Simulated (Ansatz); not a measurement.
**SnNH2F (SMILES [NH2][Sn][F]): PBE0/def2-SVP (core potential)**

Aim: the electronic atomisation energy of SnNH2F at PBE0/def2-SVP (core potential), from 5 runs. 

Program for the calculation: Ansatz 0.2.0.

69 further runs of the same task are left out: 69 set aside as unsound or not needed.

## (1) The structure to begin with

SnNH2F: 5 atoms, total charge 0, spin state singlet. As SMILES, `[NH2][Sn][F]`. The coordinates come from a PBE0-D4/def2-TZVP relaxation. This is one conformer, not always the lowest.

Bond lengths: N1–Sn2 2.003 Å, Sn2–F3 1.951 Å, N1–H4 1.008 Å, N1–H5 1.010 Å. Angles: N1–Sn2–F3 92.0°, Sn2–N1–H4 126.2°, Sn2–N1–H5 121.8°, H4–N1–H5 112.0°.

## (2) The energy at PBE0/def2-SVP (core potential)

File molecule.yaml:

```yaml
crystal:
  periodic: [false, false, false]
  atoms:
    - {symbol: "N", position_ang: [-0.302900, 0.495500, -0.393300]}
    - {symbol: Sn, position_ang: [0.338900, -0.053700, 1.423200]}
    - {symbol: F, position_ang: [0.966900, -1.775900, 0.754300]}
    - {symbol: H, position_ang: [-0.746800, 1.369300, -0.629100]}
    - {symbol: H, position_ang: [-0.206200, -0.108900, -1.196600]}
basis:
  gaussian:
    orbitals: def2-SVP
total_charge: 0
hamiltonian:
  xc: {name: PBE0}
accuracy: high
output: {orbitals: {seedname: orbitals}}
```

Run with:

```bash
$ ansatz run molecule.yaml --threads 1 --pin off --max-ram 3480MiB --events-out events.jsonl --progress --plain --runs-dir runs
```

The program printed:

```text
Warning: RAYON_NUM_THREADS=1 ignored (pool sized by the plan → 1); use --threads N
Functional definition: PBE0
  name "PBE0"
  parameter a = 0.25
  parameter kappa = 0.804
  parameter beta = 0.06672455060314922
  exchange = (1 - a)*pbe_x(kappa = kappa, mu = beta*pi^2/3) + a*exact_x
  correlation = pbe_c(beta = beta)
1479 factors; integrals over basis functions are off by at most 3.2e-9 eV
mean field evaluation 1: about -10056.1091 eV, gradient 6.5e1 eV
mean field evaluation 2: about -10019.0388 eV, gradient 1.3e2 eV
mean field evaluation 4: about -10064.1956 eV, gradient 1.4e1 eV
mean field evaluation 8: about -10064.6062 eV, gradient 6.7e-1 eV
mean field evaluation 16: about -10064.6074 eV, gradient 6.5e-5 eV
mean field -10064.60738163 eV, -369.8674992392 hartree, gradient 4.1e-8 eV, S^2 0.000000; 0 other end points of the search recorded, 0 dependent functions left out
reference -10064.60738382 eV, -369.8674993194 hartree; 20, 20 occupied and 44, 44 virtual orbitals, 1479 factors
Total energy: -10064.60738382 eV, -369.8674993194 hartree
```

Run time: 5.1 s. Hardware: 1 thread of Arm Neoverse V1, shared host; peak memory 0.18 GiB.

## (3) The F atom

File input.yaml:

```yaml
basis:
  gaussian: {orbitals: def2-SVP}
crystal:
  periodic: [false, false, false]
  atoms:
    - {symbol: F, position_ang: [0.000000, 0.000000, 0.000000]}
accuracy: high
hamiltonian: {xc: pbe0}
magnetization: {spin_polarized: true, initial_magnetization: 1}
```

Run the same way, it converges to -99.54906 Eh (log not shown).

## (4) The H atom

File molecule.yaml:

```yaml
crystal:
  periodic: [false, false, false]
  atoms:
    - symbol: H
      position_ang: [0.000000, 0.000000, 0.000000]
basis:
  gaussian: {orbitals: def2-SVP}
hamiltonian: {xc: pbe0}
accuracy: high
magnetization: {spin_polarized: true, initial_magnetization: 1}
```

Run the same way, it converges to -0.50029 Eh (log not shown).

## (5) The N atom, same level

File run.yaml:

```yaml
crystal:
  periodic: [false, false, false]
  atoms:
    - {symbol: "N", position_ang: [0.000000, 0.000000, 0.000000]}
basis:
  gaussian: {orbitals: def2-SVP}
hamiltonian: {xc: {name: PBE0}}
magnetization: {spin_polarized: true, initial_magnetization: 3}
accuracy: high
```

Run the same way, it converges to -54.47898 Eh (log not shown).

## (6) The Sn atom, same level

File job.yaml:

```yaml
crystal:
  periodic: [false, false, false]
  atoms:
    - {symbol: Sn, position_ang: [0.000000, 0.000000, 0.000000]}
basis:
  gaussian: {orbitals: def2-SVP}
magnetization: {spin_polarized: true, initial_magnetization: 2}
hamiltonian: {xc: {name: PBE0}}
accuracy: high
```

Run the same way, it converges to -214.25429 Eh (log not shown).

## (7) Results

At PBE0/def2-SVP (core potential):

| quantity | value |
| --- | --- |
| molecule: total energy | -369.86750 Eh |
| molecule: HOMO energy | -7.40 eV |
| molecule: LUMO energy | -1.65 eV |
| molecule: HOMO–LUMO gap | 5.75 eV |
| F atom: total energy | -99.54906 Eh |
| F atom: ⟨S²⟩ | 0.751 |
| H atom: total energy | -0.50029 Eh |
| H atom: ⟨S²⟩ | 0.750 |
| N atom: total energy | -54.47898 Eh |
| N atom: ⟨S²⟩ | 3.753 |
| Sn atom: total energy | -214.25429 Eh |
| Sn atom: ⟨S²⟩ | 2.003 |
| electronic atomisation energy | 15.908 eV |

What this shows: Taking the molecule apart into free atoms costs 15.91 eV (367 kcal/mol), before zero-point energy and without spin-orbit coupling.
